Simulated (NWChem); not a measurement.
# BClF2 (chlorodifluoroborane): US12h/jun-cc-pV(D+d)Z (density fitting with weigend coulomb fitting)

What is the vertical ionisation energy of BClF2 (chlorodifluoroborane) at US12h/jun-cc-pV(D+d)Z (density fitting with weigend coulomb fitting)? 

Program for the calculation: NWChem 7.3.0.

2 further runs of the same task are left out: 1 that didn't finish, 1 set aside as unsound or not needed.

**1. Starting point**

BClF2 has 4 atoms, charge 0, and is taken as a singlet. As SMILES, `FB(F)Cl`. The coordinates come from a PBE0-D4/def2-TZVP relaxation.

Bond lengths: F1–B2 1.310 Å, B2–F3 1.310 Å, B2–Cl4 1.740 Å. Angles: F1–B2–F3 119.0°, F1–B2–Cl4 120.5°, F3–B2–Cl4 120.5°.

**2. Energy and gradient at US12h/jun-cc-pV(D+d)Z (density fitting with weigend coulomb fitting)**

File nw.nw:

```
start nw
title "BClF2"
memory 2200 mb
geometry units angstroms noautosym nocenter noautoz
  F       -0.173700      -1.254300      -0.546300
  B       -0.067100      -0.041300      -0.062000
  F       -1.011600       0.830100      -0.317700
  Cl       1.307900       0.405300       0.905700
end
basis spherical
  * library "jun-cc-pV(D+d)Z"
end
basis "cd basis" spherical
  * library "weigend coulomb fitting"
end
dft
  xc s12h
  odft
  grid coarse
  direct
  mulliken
end
task dft gradient
```

Launch:

```console
$ nwchem nw.nw > nw.out
```

The log of the run:

```text
[...]
          Wavefunction type:  spin polarized.
          No. of atoms     :     4
          No. of electrons :    40
[...]
          Charge           :     0
          Spin multiplicity:     1
[...]
          AO basis - number of functions:    81
[...]
              XC Information
              --------------
                         S12h Method XC Functional
                     Hartree-Fock (Exact) Exchange  0.250
                        Slater Exchange Functional  0.769 local
                S12h(GGA-part) Exchange Functional  0.750 non-local
            Perdew 1991 LDA Correlation Functional  1.000 local
           PerdewBurkeErnz. Correlation Functional  1.000 non-local
[...]
 d= 0,ls=0.0,diis     1   -684.7523803229 -8.27D+02  8.29D-03  2.01D-01     1.6
[...]
 d= 0,ls=0.0,diis     7   -684.8469952523 -7.62D-08  2.45D-06  2.97D-08     8.0
[...]
         Total DFT energy =     -684.846995252300
      One electron energy =    -1229.413308799190
           Coulomb energy =      455.671750318037
    Exchange-Corr. energy =      -53.241360913733
 Nuclear repulsion energy =      142.136311048785
    Dispersion correction =       -0.000386906199
[...]
      Total Density - Mulliken Population Analysis
     ---------------------------------------------
    Atom       Charge   Shell Charges
 -----------   ------   -------------------------------------------------------
    1 F    9     9.10   2.01  0.91  0.95  0.02  3.35  1.78  0.09  0.01
    2 B    5     4.71   2.02  0.57  0.14  0.01  1.51  0.07 -0.00  0.40
    3 F    9     9.10   2.01  0.91  0.95  0.02  3.35  1.78  0.09  0.01
    4 Cl  17    17.08   2.00  2.03  0.95  0.94  0.01  6.00  3.10  1.97  0.05  0.00  0.03
[...]
      <S2> =      0.0000 (Exact =     0.0000)
[...]
  wavefunction    = open shell
                         DFT ENERGY GRADIENTS
    atom               coordinates                        gradient
                 x          y          z           x          y          z
   1 F      -0.328245  -2.370283  -1.032357    0.001298   0.015101   0.006006
   2 B      -0.126801  -0.078046  -0.117163   -0.013431  -0.004232  -0.009394
   3 F      -1.911647   1.568662  -0.600366    0.011844  -0.010964   0.003188
   4 Cl      2.471573   0.765906   1.711525    0.000290   0.000095   0.000200
[...]
```

Run time: 14 s. Hardware: 1 thread of AMD EPYC 9B45 (Zen 5), shared host; peak memory 0.13 GiB.

**3. The doublet cation**

File a.nw:

```
start a
memory 2200 mb
charge 1

geometry units angstrom noautosym nocenter noautoz
 F       -0.173700      -1.254300      -0.546300
 B       -0.067100      -0.041300      -0.062000
 F       -1.011600       0.830100      -0.317700
 Cl       1.307900       0.405300       0.905700
end

basis spherical
 F library "jun-cc-pV(D+d)Z"
 B library "jun-cc-pV(D+d)Z"
 Cl library "jun-cc-pV(D+d)Z"
end

basis "cd basis" spherical
 F library "weigend coulomb fitting"
 B library "weigend coulomb fitting"
 Cl library "weigend coulomb fitting"
end

dft
 xc s12h
 mult 2
 grid coarse
 direct
 iterations 150
 mulliken
end

task dft gradient
```

Launch:

```console
$ nwchem a.nw > a.out
```

The log of the run:

```text
[...]
          Wavefunction type:  spin polarized.
          No. of atoms     :     4
          No. of electrons :    39
[...]
          Charge           :     1
          Spin multiplicity:     2
[...]
          AO basis - number of functions:    81
[...]
              XC Information
              --------------
                         S12h Method XC Functional
                     Hartree-Fock (Exact) Exchange  0.250
                        Slater Exchange Functional  0.769 local
                S12h(GGA-part) Exchange Functional  0.750 non-local
            Perdew 1991 LDA Correlation Functional  1.000 local
           PerdewBurkeErnz. Correlation Functional  1.000 non-local
[...]
 d= 0,ls=0.0,diis     1   -684.1759289412 -8.26D+02  1.37D-02  5.46D-01     1.7
[...]
 d= 0,ls=0.0,diis    10   -684.3727443548 -3.74D-07  2.55D-06  3.57D-08    11.2
[...]
         Total DFT energy =     -684.372744354841
      One electron energy =    -1217.260325737236
           Coulomb energy =      443.611990490430
    Exchange-Corr. energy =      -52.860333250620
 Nuclear repulsion energy =      142.136311048785
    Dispersion correction =       -0.000386906199
[...]
      Total Density - Mulliken Population Analysis
     ---------------------------------------------
    Atom       Charge   Shell Charges
 -----------   ------   -------------------------------------------------------
    1 F    9     8.96   2.01  0.92  0.95  0.00  3.33  1.70  0.05  0.01
    2 B    5     4.74   2.02  0.58  0.14  0.01  1.52  0.06  0.01  0.41
    3 F    9     8.96   2.01  0.92  0.95  0.00  3.33  1.70  0.05  0.01
    4 Cl  17    16.35   2.00  2.03  1.04  0.89 -0.02  6.00  2.94  1.46 -0.03  0.00  0.03
[...]
      <S2> =      0.7538 (Exact =     0.7500)
[...]
  wavefunction    = open shell
                         DFT ENERGY GRADIENTS
    atom               coordinates                        gradient
                 x          y          z           x          y          z
   1 F      -0.328245  -2.370283  -1.032357   -0.017553  -0.004327  -0.011882
   2 B      -0.126801  -0.078046  -0.117163    0.057840   0.018911   0.040765
   3 F      -1.911647   1.568662  -0.600366   -0.016466  -0.006853  -0.012117
   4 Cl      2.471573   0.765906   1.711525   -0.023822  -0.007732  -0.016766
[...]
```

Run time: 17 s. Hardware: 1 thread of AMD EPYC 9B45 (Zen 5), shared host; peak memory 0.12 GiB.

**4. Outcome**

At US12h/jun-cc-pV(D+d)Z (density fitting with weigend coulomb fitting):

```
                                          quantity          value
                       singlet BClF2: total energy  -684.84700 Eh
                      singlet BClF2: dipole moment         0.31 D
                        singlet BClF2: HOMO energy      -10.03 eV
                        singlet BClF2: LUMO energy       -0.40 eV
                      singlet BClF2: HOMO–LUMO gap        9.62 eV
                  singlet BClF2: dispersion energy   -1.02 kJ/mol
           singlet BClF2: largest force on an atom     0.870 eV/Å
                      doublet cation: total energy  -684.37274 Eh
doublet cation: HOMO energy (highest over α and β)      -19.12 eV
 doublet cation: LUMO energy (lowest over α and β)      -15.69 eV
                 doublet cation: dispersion energy   -1.02 kJ/mol
                              doublet cation: ⟨S²⟩          0.754
          doublet cation: largest force on an atom     3.766 eV/Å
vertical ionisation energy (to the doublet cation)      12.905 eV
```

What this shows: The vertical ionisation energy comes to 12.91 eV (1245 kJ/mol). The largest force (singlet BClF2) is 0.87 eV/Å: the shape isn't a stationary point for this species at this level. −ε(HOMO) before ionisation, 10.03 eV, is 2.88 eV below this ionisation energy. Mulliken charges (singlet BClF2) run from -0.10 on F1 to +0.29 on B2.
